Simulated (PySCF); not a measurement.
# ZnGe+: bond curves at several levels of theory

Aim: find the lowest electronic state of ZnGe+, scan its bond at several levels of theory, and get bond length, wavenumber and dissociation energy from each curve.

The runs use PySCF 2.14.0; Zn pcseg-1, Ge pcseg-1, no relativity.

## 1. Input

A driver script around PySCF takes these settings:

| Property | Result |
| --- | --- |
| atoms | Zn, Ge |
| charge | 1 |
| basis | Zn pcseg-1, Ge pcseg-1 |
| Hamiltonian | no relativity |
| basis functions | 58 |
| electrons treated | 61 |
| masses in u | 63.9291, 73.9212 |
| levels | PBE0, PBE, r²SCAN, BP86, B2PLYP, BHandHLYP, HF, MP2, SCS-MP2 |
| grid | 80 radial by 434 angular points |
| occupations | held fixed by the projection of orbital angular momentum |
| dissociation limit | Zn + Ge+, each in its ground configuration |
| starting distance in angstrom | 2.450 |
| values of 2S to try | 1, 3 |

The run is started by

```console
OMP_NUM_THREADS=1 python dia.py task.json out
```

The job searches for the state first and then visits each distance with every level. Its results follow level by level.

## 2. Search for the lowest state

At the starting distance of 2.450 Å the search finds these solutions (others can lie among them):

```
2Ms+1   unpaired          term  E (eV)  ⟨S²⟩  ⟨Lz²⟩  μ (D)
    2        π ↑            ²Π    0.00  0.76   1.00  -1.93
    2        σ ↑           ²Σ⁺    1.35  0.75   0.00   1.66
    4  σ ↑, π ↑↑           ⁴Σ⁻    1.97  3.75   0.00  -3.96
    4  σ ↑↑, π ↑            ⁴Π    2.36  3.75   1.00  -0.18
    2  σ ↓, π ↑↑  not assigned    2.47  1.76   0.00  -3.94
    2  σ ↑, π ↑↓  not assigned    2.52  1.76   2.01  -3.90
```

6 of 11 solutions are listed, lowest first.

A term symbol stands only where ⟨S²⟩ and ⟨Lz²⟩ are near those of a pure state. A positive dipole points from Zn to Ge; in an ion it is taken about the centre of mass and does not tell which atom is negative.

The most promising solutions are followed along the bond (rough minima from three points):

```
2Ms+1   unpaired  R at minimum (Å)  energy at minimum (eV)
    2        π ↑              2.61                    0.00
    2        σ ↑     not bracketed                  ≤ 1.04
    4  σ ↑, π ↑↑              2.36                    2.00
```

The search made 11 SCF attempts at the starting distance; with the short scans it took 14 s of wall time (1 thread of Arm Neoverse V2, shared host).

## 3. PBE0 along the bond

State followed: ²Π (doublet), unpaired electrons π ↑. The scan is laid around 2.607 Å.

Output of the SCF at 2.607 Å:

```text
******** <class 'pyscf.dft.uks_symm.SymAdaptedUKS'> ********
method = SymAdaptedUKS
initial guess = minao
damping factor = 0
level_shift factor = 0
DIIS = <class 'pyscf.scf.diis.CDIIS'>
diis_start_cycle = 1
diis_space = 10
diis_damp = 0
SCF conv_tol = 1e-09
SCF conv_tol_grad = None
SCF max_cycles = 60
direct_scf = False
max_memory 909 MB (current use 327 MB)
number electrons alpha = 31  beta = 30
XC library pyscf.dft.libxc version 7.0.0
    S. Lehtola, C. Steigemann, M. J.T. Oliveira, and M. A.L. Marques.,  SoftwareX 7, 1–5 (2018)
XC functionals = PBE0
    C. Adamo and V. Barone.,  J. Chem. Phys. 110, 6158 (1999)
    M. Ernzerhof and G. E. Scuseria.,  J. Chem. Phys. 110, 5029 (1999)
small_rho_cutoff = 0
Overwritten attributes  get_j get_k get_hcore get_jk get_occ  of <class 'pyscf.dft.uks_symm.SymAdaptedUKS'>
<class 'pyscf.dft.uks_symm.SymAdaptedUKS'> does not have attributes  refdm
Set gradient conv threshold to 3.16228e-05
init E= -3855.1394455926
cycle= 1 E= -3855.1318751424  delta_E= 0.00757  |g|= 0.00609  |ddm|= 0.0258
cycle= 2 E= -3855.13185485319  delta_E= 2.03e-05  |g|= 0.00962  |ddm|= 0.0308
cycle= 3 E= -3855.1319101102  delta_E= -5.53e-05  |g|= 0.00105  |ddm|= 0.0152
cycle= 4 E= -3855.13191095547  delta_E= -8.45e-07  |g|= 0.000151  |ddm|= 0.00209
cycle= 5 E= -3855.13191098925  delta_E= -3.38e-08  |g|= 0.000105  |ddm|= 0.000656
cycle= 6 E= -3855.13191100586  delta_E= -1.66e-08  |g|= 3.12e-05  |ddm|= 0.000329
cycle= 7 E= -3855.13191101285  delta_E= -6.98e-09  |g|= 1.71e-05  |ddm|= 0.000263
cycle= 8 E= -3855.13191101659  delta_E= -3.74e-09  |g|= 7.1e-06  |ddm|= 0.00027
cycle= 9 E= -3855.13191101725  delta_E= -6.68e-10  |g|= 9.88e-07  |ddm|= 0.000156
Extra cycle  E= -3855.13191101726  delta_E= -4.55e-12  |g|= 8.46e-07  |ddm|= 5.06e-06
converged SCF energy = -3855.13191101726  <S^2> = 0.75927291  2S+1 = 2.0092515
```

Points of the scan, energies from the lowest:

```
 R (Å)  E (eV)  μ (D)  Mulliken charge of Zn (e)  Mayer bond order  ⟨S²⟩  HOMO (eV)  LUMO (eV)
2.2420  0.4015  -2.13                       0.59              1.17  0.76     -11.42      -9.34
2.3463  0.1726  -2.04                       0.60              1.11  0.76     -11.30      -9.20
2.4506  0.0513  -1.92                       0.61              1.05  0.76     -11.20      -9.09
2.5288  0.0101  -1.81                       0.61              1.01  0.76     -11.15      -9.03
2.6070  0.0000  -1.68                       0.60              0.97  0.76     -11.11      -8.98
2.6852  0.0130  -1.53                       0.59              0.94  0.76     -11.08      -8.94
2.7895  0.0561  -1.31                       0.58              0.89  0.76     -11.06      -8.90
2.9198  0.1372  -1.01                       0.56              0.84  0.76     -11.05      -8.88
3.0763  0.2565  -0.60                       0.52              0.79  0.77     -11.07      -8.89
3.2848  0.4283  -0.02                       0.48              0.72  0.78     -11.12      -8.92
```

The fit gives Re = 2.598 Å, ωe = 175.5 cm⁻¹, ωexe = 0.673 cm⁻¹, αe = 0.000412 cm⁻¹, Be = 0.07283 cm⁻¹, De = 1.72 eV, μ = -1.70 D.

Orbitals nearest the gap at 2.607 Å:

```
spin  orbital  ε (eV)  filled                          made of
   β        π  -20.32     yes                       Zn d 100 %
   β        δ  -20.32     yes                       Zn d 100 %
   β        δ  -20.32     yes                       Zn d 100 %
   α        δ  -20.31     yes                       Zn d 100 %
   α        δ  -20.31     yes                       Zn d 100 %
   α        σ  -19.17     yes             Ge s 79 %, Zn d 16 %
   β        σ  -18.24     yes                        Ge s 86 %
   α        σ  -13.08     yes             Zn s 58 %, Ge p 34 %
   β        σ  -12.88     yes   Zn s 65 %, Ge p 26 %, Ge s 8 %
   α        π  -11.11     yes                        Ge p 96 %
   α        π   -8.98      no                        Ge p 95 %
   β        π   -8.60      no                        Ge p 94 %
   α        σ   -8.39      no  Ge p 47 %, Zn s 37 %, Zn p 17 %
   β        σ   -8.22      no  Ge p 52 %, Zn s 29 %, Zn p 20 %
```

Polarisability there: 95.2 bohr³ along the bond, 32.6 across it. Without diffuse functions these come out too small, above all across the bond.

## 4. Fields at the reference distance

Orbitals, density, ELF and potential are computed afterwards from the orbital file.

Frontier orbitals at PBE0 (alpha spin), with the share of their density that lies nearest to each atom:

```
orbital  energy (eV)             lies on
 HOMO-1       -13.08  Zn1 64 %; Ge2 36 %
   HOMO       -11.11   Ge2 93 %; Zn1 7 %
   LUMO        -8.98   Ge2 91 %; Zn1 9 %
```

ELF in a plane through or near 2 of the atoms.

Ten even steps from ' ' (0.00) to '@' (0.72):
```
                                                        
              ..........                                
          ......::::::::..                              
          ....::----====--..          ....::..          
        ....::----====++==....      ..::----::..        
        ..::--------==++++--::....::::==++**++==..      
      ....::::::::::::--**++==----::::--++##%%##==..    
      ..::::..::==++--::==##**==::::------**@@@@**::    
      ..::..::++@@@@%%----####==::**@@%%--==@@@@##--..  
      ..::..::##**@@%%==--####==--@@@@##++--%%@@%%==..  
      ..::..::##**%%%%==--####==--@@%%##++--%%@@%%==..  
      ..::..::++@@@@%%----####==::**@@%%--==@@@@##--..  
      ..::::..::==++--::==##**==::::------**@@@@**::    
      ....::::::::::::--**++==----::::--++##%%##==..    
        ..::::------==++++--::....::::==++**++==..      
        ....::----==++++==....      ..::----::..        
          ....::----====--..          ....::..          
          ......::::::::..                              
              ..........                                
                                                        
```
The map spans 7.8 Å across and 5.2 Å up, centred on the molecule. Atoms in the plane (x, y in Å): Zn1 (-1.3, 0.0), Ge2 (1.3, 0.0).

On the surface of density 0.002 e/bohr³ the electrostatic potential runs, from the 1st to the 99th percentile, from 4.58 to 7.91 V.

The spin density lies nearest to Ge2 89 %; Zn1 11 % (both signs).

## 5. Higher solutions at PBE0

State 2: ²Σ⁺ (doublet), unpaired electrons σ ↑, an excited solution.

Output of the SCF at 2.607 Å:

```text
[... 13 set-up lines left out, the same as in an earlier log ...]
max_memory 909 MB (current use 382 MB)
[... 8 set-up lines left out, the same as in an earlier log ...]
init E= -3855.09388383824
cycle= 1 E= -3855.08902696387  delta_E= 0.00486  |g|= 0.00425  |ddm|= 0.0289
cycle= 2 E= -3855.0890338327  delta_E= -6.87e-06  |g|= 0.00401  |ddm|= 0.00996
cycle= 3 E= -3855.08903895736  delta_E= -5.12e-06  |g|= 0.00113  |ddm|= 0.00415
cycle= 4 E= -3855.08903950032  delta_E= -5.43e-07  |g|= 0.000163  |ddm|= 0.00133
cycle= 5 E= -3855.08903960652  delta_E= -1.06e-07  |g|= 6.49e-05  |ddm|= 0.00108
cycle= 6 E= -3855.08903961796  delta_E= -1.14e-08  |g|= 1.65e-05  |ddm|= 0.000422
cycle= 7 E= -3855.08903961828  delta_E= -3.18e-10  |g|= 4.83e-06  |ddm|= 6.22e-05
Extra cycle  E= -3855.0890396183  delta_E= -1.91e-11  |g|= 3.89e-06  |ddm|= 2.21e-05
converged SCF energy = -3855.0890396183  <S^2> = 0.75632019  2S+1 = 2.0063102
```

Re = 2.929 Å, ωe = 116.0 cm⁻¹, ωexe = 0.745 cm⁻¹, αe = 0.000442 cm⁻¹, Be = 0.05730 cm⁻¹, μ = 1.79 D. Its minimum lies 1.03 eV above that of the lowest state.

State 3: ⁴Σ⁻ (quartet), unpaired electrons σ ↑, π ↑↑, an excited solution.

Output of the SCF at 2.607 Å:

```text
[... 14 set-up lines left out, the same as in an earlier log ...]
number electrons alpha = 32  beta = 29
[... 7 set-up lines left out, the same as in an earlier log ...]
init E= -3855.06204654158
cycle= 1 E= -3855.05340990627  delta_E= 0.00864  |g|= 0.00282  |ddm|= 0.0252
cycle= 2 E= -3855.05341880434  delta_E= -8.9e-06  |g|= 0.00267  |ddm|= 0.0122
cycle= 3 E= -3855.05342205203  delta_E= -3.25e-06  |g|= 0.00056  |ddm|= 0.00315
cycle= 4 E= -3855.05342245173  delta_E= -4e-07  |g|= 0.000423  |ddm|= 0.00192
cycle= 5 E= -3855.05342261642  delta_E= -1.65e-07  |g|= 0.000101  |ddm|= 0.00116
cycle= 6 E= -3855.05342264068  delta_E= -2.43e-08  |g|= 5.74e-05  |ddm|= 0.00053
cycle= 7 E= -3855.05342264721  delta_E= -6.53e-09  |g|= 1.49e-05  |ddm|= 0.000231
cycle= 8 E= -3855.05342264799  delta_E= -7.85e-10  |g|= 4.09e-06  |ddm|= 8.29e-05
Extra cycle  E= -3855.05342264805  delta_E= -5.32e-11  |g|= 3.23e-06  |ddm|= 1.77e-05
converged SCF energy = -3855.05342264805  <S^2> = 3.7551598  2S+1 = 4.0025791
```

Re = 2.353 Å, ωe = 230.8 cm⁻¹, Be = 0.08879 cm⁻¹, μ = -3.77 D. Its minimum lies 2.00 eV above that of the lowest state.

Energy (eV) from the lowest point of the lowest state:

```
R (Å)  lowest  state 2  state 3
2.242   0.401    2.044    2.046
2.346   0.173    1.657    1.995
2.451   0.051    1.396    2.022
2.529   0.010    1.262    2.072
2.607   0.000    1.167    2.136
2.685   0.013    1.102    2.207
2.789   0.056    1.053    2.304
2.920   0.137    1.034    2.420
3.076   0.256    1.049    2.540
3.285   0.428    1.104    2.664
```

## 6. PBE (GGA)

Log of the SCF at 2.607 Å:

```text
[... 13 set-up lines left out, the same as in an earlier log ...]
max_memory 909 MB (current use 383 MB)
[... 3 set-up lines left out, the same as in an earlier log ...]
XC functionals = PBE
    J. P. Perdew, K. Burke, and M. Ernzerhof.,  Phys. Rev. Lett. 77, 3865 (1996)
    J. P. Perdew, K. Burke, and M. Ernzerhof.,  Phys. Rev. Lett. 78, 1396 (1997)
    J. P. Perdew, K. Burke, and M. Ernzerhof.,  Phys. Rev. Lett. 77, 3865 (1996)
    J. P. Perdew, K. Burke, and M. Ernzerhof.,  Phys. Rev. Lett. 78, 1396 (1997)
[... 2 set-up lines left out, the same as in an earlier log ...]
init E= -3855.08560144445
cycle= 1 E= -3855.08482959144  delta_E= 0.000772  |g|= 0.101  |ddm|= 0.141
cycle= 2 E= -3855.07962480026  delta_E= 0.0052  |g|= 0.163  |ddm|= 0.171
cycle= 3 E= -3855.08784662497  delta_E= -0.00822  |g|= 0.0122  |ddm|= 0.107
cycle= 4 E= -3855.08796951754  delta_E= -0.000123  |g|= 0.00314  |ddm|= 0.0359
cycle= 5 E= -3855.08798240246  delta_E= -1.29e-05  |g|= 0.000428  |ddm|= 0.00895
cycle= 6 E= -3855.08798248986  delta_E= -8.74e-08  |g|= 0.00012  |ddm|= 0.000695
cycle= 7 E= -3855.08798251292  delta_E= -2.31e-08  |g|= 4.89e-05  |ddm|= 0.000534
cycle= 8 E= -3855.08798251692  delta_E= -4e-09  |g|= 1.3e-05  |ddm|= 0.000237
cycle= 9 E= -3855.08798251708  delta_E= -1.56e-10  |g|= 2.5e-06  |ddm|= 4.6e-05
Extra cycle  E= -3855.08798251704  delta_E= 3.77e-11  |g|= 6.08e-06  |ddm|= 2.14e-05
converged SCF energy = -3855.08798251704  <S^2> = 0.75518819  2S+1 = 2.0051815
```

Re = 2.600 Å, ωe = 171.2 cm⁻¹, ωexe = 0.723 cm⁻¹, αe = 0.000439 cm⁻¹, Be = 0.07273 cm⁻¹, De = 1.77 eV, μ = -1.29 D. 11 s of CPU time for 12 points, integrals apart.

[end of part 1 of 2]
